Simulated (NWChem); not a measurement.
# BF3 (SMILES FB(F)F) at M06-2X/aug-cc-pVDZ

What is the vertical electron affinity of BF3 at M06-2X/aug-cc-pVDZ? 

Program for the calculation: NWChem 7.3.0.

8 further runs of the same task are left out: 4 that didn't finish, 4 set aside as unsound or not needed. Runs told in other sessions of the task aren't counted.

### 1 The molecule

The species is BF3 (4 atoms), meant as a singlet with charge 0. As SMILES, `FB(F)F`. The coordinates come from a PBE0-D4/def2-TZVP relaxation.

Bond lengths: F1–B2 1.311 Å, B2–F3 1.311 Å, B2–F4 1.311 Å. Angles: F1–B2–F3 120.0°, F1–B2–F4 120.0°, F3–B2–F4 120.0°.

### 2 Energy and gradient at M06-2X/aug-cc-pVDZ

Input file job.nw:

```
START job
TITLE "BF3 gradient"
memory 2200 mb

GEOMETRY noautosym nocenter noautoz
   F        0.543870       0.210740       1.174280
   B        0.000020       0.000000       0.000010
   F       -0.265170      -1.223510      -0.389620
   F       -0.278730       1.012770      -0.784660
END

BASIS spherical bse
   * library aug-cc-pVDZ
END

DFT
   xc m06-2x
   grid fine
   convergence energy 1e-08
   maxiter 100
   mulliken
   print medium
END

TASK dft gradient
```

Launch:

```bash
$ nwchem job.nw > job.out
```

The program printed:

```text
[...]
          Wavefunction type:  closed shell.
          No. of atoms     :     4
          No. of electrons :    32
[...]
          Charge           :     0
          Spin multiplicity:     1
[...]
          AO basis - number of functions:    92
[...]
              XC Information
              --------------
                       M06-2X Method XC Functional
                     Hartree-Fock (Exact) Exchange  0.540
                        M06-2X Exchange Functional  1.000
                      M06-2X Correlation Potential  1.000
[...]
 d= 0,ls=0.0,diis     1   -324.4039754858 -4.36D+02  1.26D-02  8.60D-01     1.5
[...]
 d= 0,ls=0.0,diis     8   -324.4966692703 -6.29D-10  5.55D-08  1.40D-10     8.9
         Total DFT energy =     -324.496669270296
      One electron energy =     -671.380314310089
           Coulomb energy =      271.226983265426
    Exchange-Corr. energy =      -35.452492544334
 Nuclear repulsion energy =      111.109154318702
[...]
      Total Density - Mulliken Population Analysis
     ---------------------------------------------
    Atom       Charge   Shell Charges
 -----------   ------   -------------------------------------------------------
    1 F    9     9.35   2.00  0.89  0.96  0.15  3.35  1.85  0.13  0.01  0.01
    2 B    5     3.95   2.03  0.46 -0.31 -0.01  1.46 -0.13 -0.01  0.43  0.04
    3 F    9     9.35   2.00  0.89  0.96  0.15  3.35  1.85  0.13  0.01  0.01
    4 F    9     9.35   2.00  0.89  0.96  0.15  3.35  1.85  0.13  0.01  0.01
[...]
  wavefunction    = closed shell
                         DFT ENERGY GRADIENTS
    atom               coordinates                        gradient
                 x          y          z           x          y          z
   1 F       1.027765   0.398241   2.219067   -0.005184  -0.002001  -0.011188
   2 B       0.000038   0.000000   0.000019    0.000016  -0.000006   0.000019
   3 F      -0.501099  -2.312099  -0.736275    0.002516   0.011651   0.003697
   4 F      -0.526723   1.913858  -1.482792    0.002651  -0.009645   0.007472
[...]
```

Wall time 13 s (1 thread of Intel Xeon 6975P-C (Granite Rapids), shared host); peak memory 0.11 GiB.

### 3 The doublet anion: the energy at UM06-2X/aug-cc-pVDZ

Input file bf3.nw:

```
start bf3
title "BF3"
memory total 2200 mb
charge -1
geometry units angstroms noautosym nocenter noautoz
  F      0.543870     0.210740     1.174280
  B      0.000020     0.000000     0.000010
  F     -0.265170    -1.223510    -0.389620
  F     -0.278730     1.012770    -0.784660
end
basis spherical bse
  * library aug-cc-pVDZ
end
dft
  xc m06-2x
  mult 2
  grid fine
  convergence energy 1e-08
  iterations 100
  mulliken
  print medium
end
task dft energy
```

Launch:

```bash
$ nwchem bf3.nw > bf3.out
```

The program printed:

```text
[...]
          Wavefunction type:  spin polarized.
          No. of atoms     :     4
          No. of electrons :    33
[...]
          Charge           :    -1
          Spin multiplicity:     2
[...]
          AO basis - number of functions:    92
[...]
              XC Information
              --------------
                       M06-2X Method XC Functional
                     Hartree-Fock (Exact) Exchange  0.540
                        M06-2X Exchange Functional  1.000
                      M06-2X Correlation Potential  1.000
[...]
 d= 0,ls=0.0,diis     1   -324.2936484235 -4.35D+02  1.79D-01  3.53D-01     1.7
[...]
 d= 0,ls=0.5,diis    40   -324.4508016636 -6.10D-09  2.02D-06  1.97D-09    59.1
[...]
         Total DFT energy =     -324.450801667174
      One electron energy =     -675.797985998645
           Coulomb energy =      275.773783248917
    Exchange-Corr. energy =      -35.535753236148
 Nuclear repulsion energy =      111.109154318702
[...]
      Total Density - Mulliken Population Analysis
     ---------------------------------------------
    Atom       Charge   Shell Charges
 -----------   ------   -------------------------------------------------------
    1 F    9     9.28   2.00  0.89  0.96  0.16  3.35  1.86  0.04  0.00  0.01
    2 B    5     5.16   2.03  0.46 -0.30 -0.01  1.46 -0.08  1.15  0.42  0.03
    3 F    9     9.28   2.00  0.89  0.96  0.16  3.35  1.86  0.04  0.00  0.01
    4 F    9     9.28   2.00  0.89  0.96  0.16  3.35  1.86  0.04  0.00  0.01
[...]
      <S2> =      0.7505 (Exact =     0.7500)
[...]
```

Wall time 61 s (1 thread of Intel Xeon 6975P-C (Granite Rapids), shared host); peak memory 0.11 GiB.

### 4 Summary of results

Level: M06-2X/aug-cc-pVDZ.

```
                                         quantity          value
                        singlet BF3: total energy  -324.49667 Eh
                       singlet BF3: dipole moment         0.00 D
                         singlet BF3: HOMO energy      -14.43 eV
                         singlet BF3: LUMO energy       -0.16 eV
                       singlet BF3: HOMO–LUMO gap       14.27 eV
            singlet BF3: largest force on an atom     0.642 eV/Å
                      doublet anion: total energy  -324.45080 Eh
doublet anion: HOMO energy (highest over α and β)        1.90 eV
 doublet anion: LUMO energy (lowest over α and β)        3.30 eV
                              doublet anion: ⟨S²⟩          0.750
vertical electron affinity (to the doublet anion)      -1.248 eV
```

**Reading.** The anion lies 1.25 eV (29 kcal/mol) above the neutral: the electron isn't bound at this level, and such a value depends on the basis. The largest force (singlet BF3) is 0.64 eV/Å: the shape isn't a stationary point for this species at this level. The HOMO (doublet anion) lies at positive energy, 1.90 eV, from the functional's self-interaction, a short basis or an electron that isn't bound; only total energies against the neutral tell.
